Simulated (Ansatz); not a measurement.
# CO2 (Cmce): short molecular-dynamics run in Python

How do the atoms of CO2 (Cmce) move over a short run? Wanted for CO2 (Cmce): a short molecular-dynamics run.

Program: Ansatz 0.2.0, driven from Python. Level of theory: DFT PBEsol, plane waves, PAW. These are calculated values, not measurements.

## 1. The system

The structure is orthorhombic, space group Cmce (No. 64). The conventional cell has a = 5.272 Å, b = 4.775 Å, c = 6.587 Å, α = 90.00°, β = 90.00°, γ = 90.00°. C (site symmetry 2/m) has 2 O at 1.17 Å as nearest neighbours. O (site symmetry m) is surrounded by 1 C at 1.17 Å.

No structure file is read: the coordinates are typed or built in the script.

## 2. The code

The input, md_co2.py:

```python
"""A few tens of MD steps for CO2."""

import json
import warnings

import ansatz as az
import matplotlib.pyplot as plt
import numpy as np

warnings.simplefilter("ignore", az.DeckWarning)

lattice = az.Lattice.of(
    [2.63591, -2.38738, 0.0],
    [2.63591, 2.38738, 0.0],
    [0.0, 0.0, 6.58717],
)
sites = [
    ("C", [0.0, 0.0, 0.0]),
    ("C", [0.5, 0.5, 0.5]),
    ("O", [0.80651, 0.19349, 0.89184]),
    ("O", [0.19349, 0.80651, 0.10816]),
    ("O", [0.69349, 0.30651, 0.39184]),
    ("O", [0.30651, 0.69349, 0.60816]),
]
cell = az.Crystal(lattice=lattice)
for symbol, position in sites:
    cell = cell.atom(symbol, position)

# a small cell and a short run: a test of the set-up, no statistics
job = (
    cell.calculation()
    .functional(az.Functional.PBESOL)
    .occupations("Marzari-Vanderbilt", width=0.15)
    .basis(470)
    .kpoints(2)
    .md(az.Ensemble.NVT_LANGEVIN, timestep=2.0, steps=20, temperature=2000, friction=0.005, initial_velocities="maxwell_boltzmann", seed=65)
)
done = job.run(threads=1, events_out="events.ndjson")
with open("events.ndjson") as stream:
    events = [json.loads(line) for line in stream]
steps = [e["data"] for e in events if e["event"] == "md_step"]
r = done.report

for s in steps[::2]:
    print("%3d %7.1f fs  total %.4f eV  T %6.1f K" % (s["step"], s["time_fs"], s["lagrangian_ev"] + s["e_kin_ev"], s["temperature_k"]))

temperature = np.array([s["temperature_k"] for s in steps])
print(f"mean temperature of the second half {temperature[len(steps) // 2 :].mean():.1f} K")

time = [s["time_fs"] for s in steps]
fig, ax = plt.subplots(figsize=(5, 3))
ax.plot(time, [s["lagrangian_ev"] - steps[0]["lagrangian_ev"] for s in steps], label="potential")
ax.plot(time, [s["e_kin_ev"] for s in steps], label="kinetic")
ax.set(xlabel="time (fs)", ylabel="energy (eV)")
ax.legend()
fig.tight_layout()
fig.savefig("md.png", dpi=100)

track = np.array([s["positions_ang"] for s in steps])
names = np.array([site.symbol for site in done.lattice.sites])
for name in sorted(set(names)):
    msd = ((track[:, names == name] - track[0, names == name]) ** 2).sum(axis=2).mean(axis=1)
    print(f"mean square displacement of {name} (A^2):", np.round(msd[:: max(len(msd) // 6, 1)], 4))

print("last positions (A) and velocities (A/fs)")
for site, xyz, vel in zip(done.lattice.sites, steps[-1]["positions_ang"], steps[-1]["velocities_ang_fs"]):
    print(f"{site.symbol:2s}", " ".join(f"{v:8.4f}" for v in xyz), " ", " ".join(f"{v:9.5f}" for v in vel))
```

## 3. The calls as engine input

The package turns the script's settings into the engine's input:

```yaml
crystal:
  lattice:
    - [2.63591, -2.38738, 0.0]
    - [2.63591, 2.38738, 0.0]
    - [0.0, 0.0, 6.58717]
  atoms:
    - { symbol: C, position: [0.0, 0.0, 0.0] }
    - { symbol: C, position: [0.5, 0.5, 0.5] }
    - { symbol: O, position: [0.80651, 0.19349, 0.89184] }
    - { symbol: O, position: [0.19349, 0.80651, 0.10816] }
    - { symbol: O, position: [0.69349, 0.30651, 0.39184] }
    - { symbol: O, position: [0.30651, 0.69349, 0.60816] }
basis:
  ecutwfc: 470.0
kpoints:
  mp_grid:
    grid: [2, 2, 2]
hamiltonian:
  xc: pbesol
scf:
  occupations:
    method: cold
    width: 0.15
md:
  timestep: 2.0
  n_steps: 20
  ensemble: nvt_langevin
  temperature: 2000.0
  friction: 0.005
  initial_velocities: maxwell_boltzmann
  seed: 65
```

## 4. Running it

Command:

```sh
> python md_co2.py
```

Without the output at hand: what should come out? Wanted: free energy; mean temperature, second half; farthest move.

The runs gave:

| quantity | value |
| --- | --- |
| free energy | -2733.8057 eV (-455.6343 eV/atom) |
| length of the run | 20 steps, 40 fs |
| mean temperature, second half | 859 K |
| farthest move | 0.47 Å |

What this shows: The temperature swings between 456 and 1667 K, with a mean of 859 K in the second half; from a start near a minimum about half of the kinetic energy passes into potential energy. 40 fs show the first vibrations only, not equilibrium. Reading the output:
- Energy and stress may still move on a finer k-point mesh.
- The structure comes from a database of computed cells and needn't be a stable or known phase.
- A small cell, a coarse mesh and a very short run: it shows the set-up and gives no equilibrium averages.
